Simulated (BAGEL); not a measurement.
# GaNH2F2 (SMILES [NH2][Ga]([F])[F]), step by step

Wanted: the energy (HF/cc-pVDZ), then the energy (NEVPT2(2,2)/cc-pVDZ), then a single-point energy (CASPT2(2,2)/cc-pVDZ) of GaNH2F2. 

The calculation is run with BAGEL 1.2.2.

1 further run of the same task is left out (set aside as unsound or not needed).

**1. Starting point**

GaNH2F2 has 6 atoms, charge 0, and is taken as a singlet. As SMILES, `[NH2][Ga]([F])[F]`. The N1–H6 distance was set to 2.313 Å, away from the relaxed value. At this shape a bond of the SMILES string is far longer than usual.

Bond lengths: N1–Ga2 1.790 Å, Ga2–F3 1.739 Å, Ga2–F4 1.739 Å, N1–H5 1.006 Å. Angles: N1–Ga2–F3 122.4°, N1–Ga2–F4 122.4°, F3–Ga2–F4 115.1°, Ga2–N1–H5 121.0°.

**2. A single-point energy at HF/cc-pVDZ (density fitting with svp-jkfit) (run 1)**

Input file input.json:

```json
{ "bagel" : [

{
  "title" : "molecule",
  "basis" : "cc-pvdz.json",
  "df_basis" : "svp-jkfit",
  "angstrom" : true,
  "geometry" : [
    { "atom" : "N", "xyz" : [    0.875083,    0.718784,    0.350802 ] },
    { "atom" : "Ga", "xyz" : [    1.456783,   -0.960216,    0.565502 ] },
    { "atom" : "F", "xyz" : [    2.857583,   -1.346516,    1.521202 ] },
    { "atom" : "F", "xyz" : [    0.717283,   -2.312616,   -0.239898 ] },
    { "atom" : "H", "xyz" : [    1.197683,    1.459884,    0.949202 ] },
    { "atom" : "H", "xyz" : [   -1.199500,    1.152100,   -0.575400 ] }
  ]
},
{
  "title" : "hf"
},
{
  "title" : "print",
  "file" : "orbitals.molden",
  "orbitals" : true
}

]}
```

The basis set cc-pVDZ is read from a file made from the Basis Set Exchange's data (not shown).

Started as:

```bash
$ BAGEL_NUM_THREADS=1 BAGEL input.json > input.out
```

What it wrote:

```text
* using 1 threads per process

  ===============================================================
  ===============================================================

  *** Geometry ***

  { "atom" : "N", "xyz" : [      1.653667,      1.358305,      0.662920 ] },
  { "atom" : "Ga", "xyz" : [      2.752921,     -1.814545,      1.068644 ] },
  { "atom" : "F", "xyz" : [      5.400049,     -2.544546,      2.874655 ] },
  { "atom" : "F", "xyz" : [      1.355468,     -4.370211,     -0.453342 ] },
  { "atom" : "H", "xyz" : [      2.263293,      2.758781,      1.793732 ] },
  { "atom" : "H", "xyz" : [     -2.266726,      2.177153,     -1.087348 ] },

  Number of auxiliary basis functions:      533

  Since a DF basis is specified, we compute 2- and 3-index integrals:
    o Being stored without compression. Storage requirement is 0.027 GB

  Number of basis functions:       79
  Number of electrons      :       58

    * METHOD: MOLECULE                             0.18

  *** RHF ***

  === Nuclear Repulsion ===
   291.5608105350

      * DIIS with orbital gradients will be used.

  === RHF iteration (cc-pvdz.json) ===
      0      -2177.06416950          0.02368689           0.05
      1      -2177.10753614          0.02797492           0.05
      2      -2177.55662493          0.00350284           0.05
      3      -2177.56606276          0.00180620           0.05
      4      -2177.56876059          0.00040313           0.05
      5      -2177.56906600          0.00011095           0.05
      6      -2177.56909014          0.00005155           0.05
      7      -2177.56909562          0.00003002           0.05
      8      -2177.56909759          0.00002136           0.05
      9      -2177.56909910          0.00001691           0.05
     10      -2177.56910092          0.00001058           0.05
     11      -2177.56910156          0.00000475           0.05
     12      -2177.56910170          0.00000182           0.05
     13      -2177.56910171          0.00000059           0.05
     14      -2177.56910171          0.00000033           0.05
     15      -2177.56910171          0.00000014           0.05
     16      -2177.56910171          0.00000007           0.05
     17      -2177.56910171          0.00000005           0.05
     18      -2177.56910171          0.00000004           0.05
     19      -2177.56910171          0.00000003           0.05
     20      -2177.56910171          0.00000002           0.05
     21      -2177.56910171          0.00000001           0.05
    * SCF iteration converged.

    * Permanent dipole moment:
           (    0.633693,    -1.234171,    -0.102498) a.u.

    * METHOD: HF                                   1.24

    * METHOD: PRINT                                0.01

  ===============================================================
```

It took 1.6 s on 1 thread of AMD EPYC 9R45 (Zen 5), shared host; peak memory 0.15 GiB.

**3. The energy at NEVPT2(2,2)/cc-pVDZ (density fitting with svp-jkfit) (run 2)**

Input file input.json:

```json
{ "bagel" : [

{
  "title" : "molecule",
  "basis" : "cc-pvdz.json",
  "df_basis" : "svp-jkfit",
  "angstrom" : true,
  "geometry" : [
    { "atom" : "N", "xyz" : [       0.875083,       0.718784,       0.350802 ] },
    { "atom" : "Ga", "xyz" : [       1.456783,      -0.960216,       0.565502 ] },
    { "atom" : "F", "xyz" : [       2.857583,      -1.346516,       1.521202 ] },
    { "atom" : "F", "xyz" : [       0.717283,      -2.312616,      -0.239898 ] },
    { "atom" : "H", "xyz" : [       1.197683,       1.459884,       0.949202 ] },
    { "atom" : "H", "xyz" : [      -1.199500,       1.152100,      -0.575400 ] }
  ]
},

{
  "title" : "hf"
},

{
  "title" : "casscf",
  "nstate" : 1,
  "nact" : 2,
  "nclosed" : 28,
  "active" : [29, 30],
  "maxiter" : 200,
  "natocc" : true
},

{
  "title" : "nevpt2",
  "nstate" : 1,
  "nact" : 2,
  "nclosed" : 28,
  "active" : [29, 30],
  "maxiter" : 200,
  "natocc" : true,
  "ncore" : 12
},

{
  "title" : "print",
  "file" : "orbitals.molden",
  "orbitals" : true
}

]}
```

The basis set cc-pVDZ is read from a file made from the Basis Set Exchange's data (not shown).

Started as:

```bash
$ BAGEL_NUM_THREADS=1 BAGEL input.json > input.out
```

What it wrote:

```text
* using 1 threads per process

  ===============================================================
  ===============================================================

  *** Geometry ***

  { "atom" : "N", "xyz" : [      1.653667,      1.358305,      0.662920 ] },
  { "atom" : "Ga", "xyz" : [      2.752921,     -1.814545,      1.068644 ] },
  { "atom" : "F", "xyz" : [      5.400049,     -2.544546,      2.874655 ] },
  { "atom" : "F", "xyz" : [      1.355468,     -4.370211,     -0.453342 ] },
  { "atom" : "H", "xyz" : [      2.263293,      2.758781,      1.793732 ] },
  { "atom" : "H", "xyz" : [     -2.266726,      2.177153,     -1.087348 ] },

  Number of auxiliary basis functions:      533

  Since a DF basis is specified, we compute 2- and 3-index integrals:
    o Being stored without compression. Storage requirement is 0.027 GB

  Number of basis functions:       79
  Number of electrons      :       58

    * METHOD: MOLECULE                             0.18

  *** RHF ***

  === Nuclear Repulsion ===
   291.5608105350

      * DIIS with orbital gradients will be used.

  === RHF iteration (cc-pvdz.json) ===
      0      -2177.06416950          0.02368689           0.06
      1      -2177.10753614          0.02797492           0.05
      2      -2177.55662493          0.00350284           0.06
      3      -2177.56606276          0.00180620           0.06
      4      -2177.56876059          0.00040313           0.05
      5      -2177.56906600          0.00011095           0.05
      6      -2177.56909014          0.00005155           0.05
      7      -2177.56909562          0.00003002           0.05
      8      -2177.56909759          0.00002136           0.05
      9      -2177.56909910          0.00001691           0.05
     10      -2177.56910092          0.00001058           0.05
     11      -2177.56910156          0.00000475           0.05
     12      -2177.56910170          0.00000182           0.05
     13      -2177.56910171          0.00000059           0.05
     14      -2177.56910171          0.00000033           0.05
     15      -2177.56910171          0.00000014           0.05
     16      -2177.56910171          0.00000007           0.05
     17      -2177.56910171          0.00000005           0.05
     18      -2177.56910171          0.00000004           0.05
     19      -2177.56910171          0.00000003           0.05
     20      -2177.56910171          0.00000002           0.05
     21      -2177.56910171          0.00000001           0.05
    * SCF iteration converged.

    * Permanent dipole moment:
           (    0.633693,    -1.234171,    -0.102498) a.u.

    * METHOD: HF                                   1.30

  ---------------------------
      CASSCF calculation
  ---------------------------

    ==== Active orbitals : =====
         Orbital 29
         Orbital 30
    ============================

    * nstate   :      1
    * nclosed  :     28
    * nact     :      2
    * nvirt    :     49
  === CASSCF iteration (cc-pvdz.json) ===

    * Using the second-order algorithm

      0  0     -2177.64365322     6.48e-03      0.01

      1  0     -2177.67651557     1.23e-03      0.31

      2  0     -2177.67763154     3.76e-04      0.30

      3  0     -2177.67772654     1.32e-04      0.31

      4  0     -2177.67774632     6.36e-05      0.29

      5  0     -2177.67775099     3.10e-05      0.30

      6  0     -2177.67775213     1.54e-05      0.29

      7  0     -2177.67775242     7.69e-06      0.29

      8  0     -2177.67775249     3.85e-06      0.29

      9  0     -2177.67775251     1.94e-06      0.30

     10  0     -2177.67775251     9.74e-07      0.29

     11  0     -2177.67775251     4.90e-07      0.31

     12  0     -2177.67775251     2.47e-07      0.29

     13  0     -2177.67775251     1.24e-07      0.29

     14  0     -2177.67775251     6.26e-08      0.28

     15  0     -2177.67775251     3.15e-08      0.27

     16  0     -2177.67775251     1.59e-08      0.25

     17  0     -2177.67775251     7.98e-09      0.24

    * Second-order optimization converged. *

     guess   0:   closed 1.                   open ..

  === FCI iteration ===

      0  0     -2177.54937273     1.02e-01      0.00
      1  0     -2177.67091288     2.59e-02      0.00
      2  0 *   -2177.67775251     3.51e-16      0.00

     * ci vector, state   0, <S^2> = 0.0000
       2.     0.8439067513
       .2    -0.5364898836

    * METHOD: CASSCF                               5.03

    * freezing 12 orbitals

  === DF-NEVPT2 calculation ===

    * 3-index integral transformation done
    * assembly done

      NEVPT2 correlation energy:   -0.5938316056      0.10

          (+0)     -0.5380119920
          (+0)'    -0.0104291666
          (+1)     -0.0090294222
          (+1)'    -0.0000000000
          (+2)     -0.0001343519
          (-1)     -0.0356038166
          (-1)'     0.0000000000
          (-2)     -0.0006228562

      NEVPT2 total energy:       -2178.2715841183

    * METHOD: NEVPT2                               0.19

    * METHOD: PRINT                                0.01

  ===============================================================
```

It took 7.2 s on 1 thread of AMD EPYC 9R45 (Zen 5), shared host; peak memory 0.15 GiB.

**4. The energy at CASPT2(2,2)/cc-pVDZ (density fitting with svp-jkfit) (run 3)**

Input file caspt2.json:

```json
{ "bagel": [

{
  "title": "molecule",
  "basis": "cc-pvdz.json",
  "df_basis": "svp-jkfit",
  "angstrom": "true",
  "geometry": [
    { "atom": "N", "xyz": [       0.875083,       0.718784,       0.350802 ] },
    { "atom": "Ga", "xyz": [       1.456783,      -0.960216,       0.565502 ] },
    { "atom": "F", "xyz": [       2.857583,      -1.346516,       1.521202 ] },
    { "atom": "F", "xyz": [       0.717283,      -2.312616,      -0.239898 ] },
    { "atom": "H", "xyz": [       1.197683,       1.459884,       0.949202 ] },
    { "atom": "H", "xyz": [      -1.199500,       1.152100,      -0.575400 ] }
  ]
},

{
  "title": "hf"
},

{
  "title": "casscf",
  "nstate": 1,
  "nact": 2,
  "nclosed": 28,
  "active": [29, 30],
  "maxiter": 200,
  "natocc": "true"
},

{
  "title": "print",
  "file": "orbitals.molden",
  "orbitals": "true"
},

{
  "title": "smith",
  "method": "caspt2",
  "ms": "true",
  "xms": "true",
  "sssr": "true",
  "shift": 0.2,
  "shift_imag": "true",
  "ncore": 12
}

]}
```

The basis set cc-pVDZ is read from a file made from the Basis Set Exchange's data (not shown).

Started as:

```bash
$ BAGEL_NUM_THREADS=1 BAGEL caspt2.json > caspt2.out
```

What it wrote:

```text
* using 1 threads per process

  ===============================================================
  ===============================================================

  *** Geometry ***

  { "atom" : "N", "xyz" : [      1.653667,      1.358305,      0.662920 ] },
  { "atom" : "Ga", "xyz" : [      2.752921,     -1.814545,      1.068644 ] },
  { "atom" : "F", "xyz" : [      5.400049,     -2.544546,      2.874655 ] },
  { "atom" : "F", "xyz" : [      1.355468,     -4.370211,     -0.453342 ] },
  { "atom" : "H", "xyz" : [      2.263293,      2.758781,      1.793732 ] },
  { "atom" : "H", "xyz" : [     -2.266726,      2.177153,     -1.087348 ] },

  Number of auxiliary basis functions:      533

  Since a DF basis is specified, we compute 2- and 3-index integrals:
    o Being stored without compression. Storage requirement is 0.027 GB

  Number of basis functions:       79
  Number of electrons      :       58

    * METHOD: MOLECULE                             0.17

  *** RHF ***

  === Nuclear Repulsion ===
   291.5608105350

      * DIIS with orbital gradients will be used.

  === RHF iteration (cc-pvdz.json) ===
      0      -2177.06416950          0.02368689           0.06
      1      -2177.10753614          0.02797492           0.05
      2      -2177.55662493          0.00350284           0.05
      3      -2177.56606276          0.00180620           0.05
      4      -2177.56876059          0.00040313           0.05
      5      -2177.56906600          0.00011095           0.05
      6      -2177.56909014          0.00005155           0.05
      7      -2177.56909562          0.00003002           0.05
      8      -2177.56909759          0.00002136           0.05
      9      -2177.56909910          0.00001691           0.05
     10      -2177.56910092          0.00001058           0.05
     11      -2177.56910156          0.00000475           0.05
     12      -2177.56910170          0.00000182           0.05
     13      -2177.56910171          0.00000059           0.05
     14      -2177.56910171          0.00000033           0.05
     15      -2177.56910171          0.00000014           0.05
     16      -2177.56910171          0.00000007           0.05
     17      -2177.56910171          0.00000005           0.05
     18      -2177.56910171          0.00000004           0.05
     19      -2177.56910171          0.00000003           0.05
     20      -2177.56910171          0.00000002           0.05
     21      -2177.56910171          0.00000001           0.05
    * SCF iteration converged.

    * Permanent dipole moment:
           (    0.633693,    -1.234171,    -0.102498) a.u.

    * METHOD: HF                                   1.25

  ---------------------------
      CASSCF calculation
  ---------------------------

    ==== Active orbitals : =====
         Orbital 29
         Orbital 30
    ============================

    * nstate   :      1
    * nclosed  :     28
    * nact     :      2
    * nvirt    :     49
  === CASSCF iteration (cc-pvdz.json) ===

    * Using the second-order algorithm

      0  0     -2177.64365322     6.48e-03      0.01

      1  0     -2177.67651557     1.23e-03      0.30

      2  0     -2177.67763154     3.76e-04      0.29

      3  0     -2177.67772654     1.32e-04      0.32

      4  0     -2177.67774632     6.36e-05      0.30

      5  0     -2177.67775099     3.10e-05      0.32

      6  0     -2177.67775213     1.54e-05      0.31

      7  0     -2177.67775242     7.69e-06      0.32

      8  0     -2177.67775249     3.85e-06      0.30

      9  0     -2177.67775251     1.94e-06      0.32

     10  0     -2177.67775251     9.74e-07      0.30

     11  0     -2177.67775251     4.90e-07      0.31

     12  0     -2177.67775251     2.47e-07      0.30

     13  0     -2177.67775251     1.24e-07      0.32

     14  0     -2177.67775251     6.26e-08      0.29

     15  0     -2177.67775251     3.15e-08      0.29

     16  0     -2177.67775251     1.59e-08      0.27

     17  0     -2177.67775251     7.98e-09      0.27

    * Second-order optimization converged. *

     guess   0:   closed 1.                   open ..

  === FCI iteration ===

      0  0     -2177.54937273     1.02e-01      0.00
      1  0     -2177.67091288     2.59e-02      0.00
      2  0 *   -2177.67775251     3.51e-16      0.00

     * ci vector, state   0, <S^2> = 0.0000
       2.     0.8439067513
       .2    -0.5364898836

    * METHOD: CASSCF                               5.28

    * METHOD: PRINT                                0.01

  === SMITH program ===

    * freezing 12 orbitals

    * Approximate memory requirement for SMITH calulation per MPI process:
      o Storage requirement for T-amplitude, lambda, and residual is 0.02 GB
      o Storage requirement for MO integrals is 0.01 GB
    * Calculating and saving rdm4f

    * Zeroth order energy : state  0       -0.4816035428

    * CASPT2 iteration is performed using orthogonal basis

      -------------------------------------------  CASPT2 iteration  ---------------------------------------------------
       #      aibj      arbs      arbi      airj      risj      airs      arst      rist         Etot      error   time
      ------------------------------------------------------------------------------------------------------------------

       0  -0.53656  -0.00083  -0.03889  -0.00997  -0.00020  -0.01075  -0.00000  -0.00000   -0.5972092  0.0005132   0.06
       1  -0.53658  -0.00083  -0.03896  -0.00998  -0.00021  -0.01081  -0.00000  -0.00000   -0.5973686  0.0000481   0.05
       2  -0.53658  -0.00083  -0.03896  -0.00998  -0.00021  -0.01081  -0.00000  -0.00000   -0.5973704  0.0000062   0.05
       3  -0.53658  -0.00083  -0.03896  -0.00998  -0.00021  -0.01081  -0.00000  -0.00000   -0.5973704  0.0000012   0.05
       4  -0.53658  -0.00083  -0.03896  -0.00998  -0.00021  -0.01081   0.00000  -0.00000   -0.5973704  0.0000002   0.05

      ------------------------------------------------------------------------------------------------------------------

    * CASPT2 energy : state  0    -2178.2772580738
        w/o shift correction      -2178.2751229364
        reference weight              0.8659017516

    * METHOD: SMITH                                0.43

  ===============================================================
```

It took 7.5 s on 1 thread of AMD EPYC 9R45 (Zen 5), shared host; peak memory 0.21 GiB.

**5. Outcome**

```
                                quantity           value
         run 1, HF/cc-pVDZ: total energy  -2177.56910 Eh
        run 1, HF/cc-pVDZ: dipole moment          3.54 D
          run 1, HF/cc-pVDZ: HOMO energy       -10.69 eV
          run 1, HF/cc-pVDZ: LUMO energy        -1.90 eV
        run 1, HF/cc-pVDZ: HOMO–LUMO gap         8.79 eV
run 2, NEVPT2(2,2)/cc-pVDZ: total energy  -2178.27158 Eh
run 3, CASPT2(2,2)/cc-pVDZ: total energy  -2178.27726 Eh
```
